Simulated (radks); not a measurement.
# Fractional charge and spin in the 6s shell of tungsten

The task here is to estimate one member of a computed series from the others.

The numbers are computed with radks (a radial shooting solver on a logarithmic mesh, Libxc functionals) version 1 (scalar-relativistic Kohn-Sham, SCAN, spin-polarised, spherical densities, finite nucleus), except any that are marked as measured or tabulated.

## Starting point

| Quantity | Value |
| --- | --- |
| element | tungsten (Z = 74) |
| configuration | [Xe] 4f14 5d(up 2, down 2) 6s(up 1, down 1) |
| nuclear rms radius | 5.3658 fm |

A shell typed twice in an input gives spin up, then spin down.

The first run:

Settings of this run:

```text
Z 74
configuration [Xe] 4f14 5d2 5d2 6s1 6s1
relativity scalar-relativistic
functional scan,scan
spin polarised
nucleus finite rms 5.3658 fm
c 137.035999084
```

Steps of the session up to this table: 6s: up 1, down 1.

One of the session's tables, all rows but one given; the rest of the session is left out.

Sizes of the orbitals, from the radial functions (bohr):

```
level     <r>  outermost maximum (interpolated)  90 % within  nodes
   4s  0.4493                             0.421        0.644      3
   4p  0.4776                             0.441        0.694      2
   4d       ?                                 ?            ?      ?
   5s   1.066                             0.958         1.53      4
   5p   1.254                              1.09         1.84      3
   4f  0.6072                             0.429         1.01      0
   6s   3.097                              2.60         4.60      5
   5d   2.074                              1.51         3.35      2
```

Q: Estimate the row for 4d from the others.

As computed: <r>: 0.5112; outermost maximum (interpolated): 0.452; 90 % within: 0.766; nodes: 1. In the column «<r>» it lies between 4p (0.4776) and 4f (0.6072).
